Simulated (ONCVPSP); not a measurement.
# An ONCV potential for Bi, from input to tests

Do these settings give a usable potential? It is generated, then checked for transferability, scattering, ghosts and hardness.

The numbers are computed with ONCVPSP 4.0.1 (PBE, scalar-relativistic, spin-unpolarised reference atom).

## Step 1: Starting point

The settings as typed:

- element: bismuth (Bi, Z = 83)
- type: optimised norm-conserving Vanderbilt (ONCV)
- frozen core: [Kr] 4d10 4f14
- valence charge: 23
- reference configuration: 5s2 5p6 5d10 6s1 6p4
- partial waves: 5s+6s: rc 1.55 bohr, ncon 4, nbas 9, qcut 7.5 1/bohr, 2 projectors; 5p+6p: rc 1.55 bohr, ncon 3, nbas 7, qcut 10.7 1/bohr, 2 projectors; 5d: rc 1.50 bohr, ncon 4, nbas 9, qcut 12.5 1/bohr, 2 projectors, debl 3 Ha
- local potential: polynomial inside 1.15 bohr (lpopt 5, dvloc0 0 Ha)
- core correction: polynomial model core, fcfact 0.3

## Step 2: The generation run

Bi.dat reads:

```
# ATOM AND REFERENCE CONFIGURATION
# atsym  z   nc   nv     iexc    psfile
  Bi 83.00   10    5        4      upf
#
#   n    l    f
    1    0    2.00
    2    0    2.00
    2    1    6.00
    3    0    2.00
    3    1    6.00
    3    2   10.00
    4    0    2.00
    4    1    6.00
    4    2   10.00
    4    3   14.00
    5    0    2.00
    5    1    6.00
    5    2   10.00
    6    0    1.00
    6    1    4.00
#
# PSEUDOPOTENTIAL AND OPTIMIZATION
# lmax
    2
#
#   l,   rc,      ep,       ncon, nbas, qcut
    0    1.55    0.00    4    9    7.50
    1    1.55    0.00    3    7   10.70
    2    1.50    0.00    4    9   12.50
#
# LOCAL POTENTIAL
# lloc, lpopt,  rc(5),   dvloc0
    4    5    1.15    0.00
#
# VANDERBILT-KLEINMAN-BYLANDER PROJECTORs
# l, nproj, debl
    0    2    2.30
    1    2    1.90
    2    2    3.00
#
# MODEL CORE CHARGE
# icmod, fcfact, rcfact
    1    0.30    0.00
#
# LOG DERIVATIVE ANALYSIS
# epsh1, epsh2, depsh
   -7.00    5.00    0.04
#
# OUTPUT GRID
# rlmax, drl
    6.00    0.01
#
# TEST CONFIGURATIONS
# ncnf
    4
# nvcnf
#   n    l    f
    5
    5    0    2.00
    5    1    6.00
    5    2   10.00
    6    0    2.00
    6    1    3.00
#
    5
    5    0    2.00
    5    1    6.00
    5    2   10.00
    6    0    2.00
    6    1    2.00
#
    5
    5    0    2.00
    5    1    6.00
    5    2   10.00
    6    0    2.00
    6    1    1.00
#
    5
    5    0    2.00
    5    1    6.00
    5    2    9.00
    6    0    2.00
    6    1    3.00
#
```

Launch:

```console
oncvpsp.x < Bi.dat > Bi.out
```

Before running it: what results should come out? Wanted: cutoffs for 1 and 0.1 mHa per electron, occupied waves; bound ghosts; GHOST(+) flags; largest test error; largest phase difference near zero energy, channels read; rms error of d²Exc/dn², without and with the model core.

**Answer**, as computed:

| quantity | value |
| --- | --- |
| cutoffs for 1 and 0.1 mHa per electron, occupied waves | 34 Ha and 41 Ha |
| bound ghosts | none found |
| GHOST(+) flags | s at 161 eV |
| largest test error (AE − PS) | -26 meV, for 5s2 5p6 5d9 6s2 6p3 |
| largest phase difference near zero energy, channels read | 0.001 rad |
| rms error of d²Exc/dn², without and with the model core | 6.37 and 1.86 mHa |

By total energies transferability is fair: the largest error is 26 meV on 23.2 eV, for 5s2 5p6 5d9 6s2 6p3. The potential is of middling hardness: the looser tolerance needs 34 Ha. At the looser tolerance the 5p wave is the slowest; 6p needs 27 Ha. No bound ghost shows below the valence levels. Near zero energy the phases of the channels with partial waves agree within 0.001 rad. The program also flags highly localised states, GHOST(+) (s). Note that the frozen 4f shell (-154 eV) lies higher than the valence 5s shell (-160 eV). All of this concerns the isolated atom, not yet a solid.
